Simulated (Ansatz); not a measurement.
# RbTe2W2: the cost of one run

Computed with Ansatz 0.2.0 (DFT PBE, scalar-relativistic, plane waves, PAW, unless a step's input says otherwise).

3 further runs of the same task are left out: 2 that didn't finish, 1 set aside as unsound or not needed. Runs told in other sessions of the task aren't counted.

### 1 The system as given

Symmetry: I4/mmm, No. 139, tetragonal system. Conventional cell: a = 5.015 Å, b = 5.015 Å, c = 11.536 Å, α = 90.00°, β = 90.00°, γ = 90.00°. Rb (site symmetry 4/mmm) has 8 W at 3.82 Å and 10 Te at 3.87 to 4.23 Å in its first shell of neighbours. Around Te (site symmetry 4mm) lie 4 W at 2.84 Å and 1 Te at 3.08 Å and 5 Rb at 3.87 to 4.23 Å. W (site symmetry -4m2) has 4 Te at 2.84 Å in its first shell of neighbours.

Coordinates:

```
Rb Te W
1.0
    -2.50727    2.50727    5.76789
     2.50727   -2.50727    5.76789
     2.50727    2.50727   -5.76789
Rb Te W
1 2 2
Direct
  0.00000 0.00000 0.00000
  0.36650 0.36650 0.00000
  0.63350 0.63350 0.00000
  0.25000 0.75000 0.50000
  0.75000 0.25000 0.50000
```

The cell is invented: species swapped into a database cell of GdSi2Ru2 (I4/mmm, No. 139), with Rb on the Gd sites, Te on the Si sites and W on the Ru sites. The dimensions are guesses.

### 2 A first look at the guess

Contents of input.yaml:

```yaml
crystal:
  lattice:
    - [-2.50727373, 2.50727373, 5.76789227]
    - [2.50727373, -2.50727373, 5.76789227]
    - [2.50727373, 2.50727373, -5.76789227]
  atoms:
    - { symbol: Rb, position: [0.0, 0.0, 0.0] }
    - { symbol: Te, position: [0.3664999, 0.3664999, 0.0] }
    - { symbol: Te, position: [0.6335001, 0.6335001, 0.0] }
    - { symbol: W, position: [0.25, 0.75, 0.5] }
    - { symbol: W, position: [0.75, 0.25, 0.5] }
basis:
  ecutwfc: 420
kpoints:
  mp_grid: { grid: [6, 6, 6] }
hamiltonian:
  xc: pbe
scf:
  occupations: { method: gaussian, width: 0.1 }
  lower_state_search: "off"
output:
  forces: true
  stress: true
  eigenvalues: true
```

On the command line:

```
$ ansatz run input.yaml --threads 1 --pin off --max-ram 2560MiB --backend cpu --events-out ev --progress --plain --runs-dir out
```

What time and memory should one allow on 1 thread of Intel Xeon at 2.70GHz, shared host?

About 13 s, with a peak of 0.53 GiB.
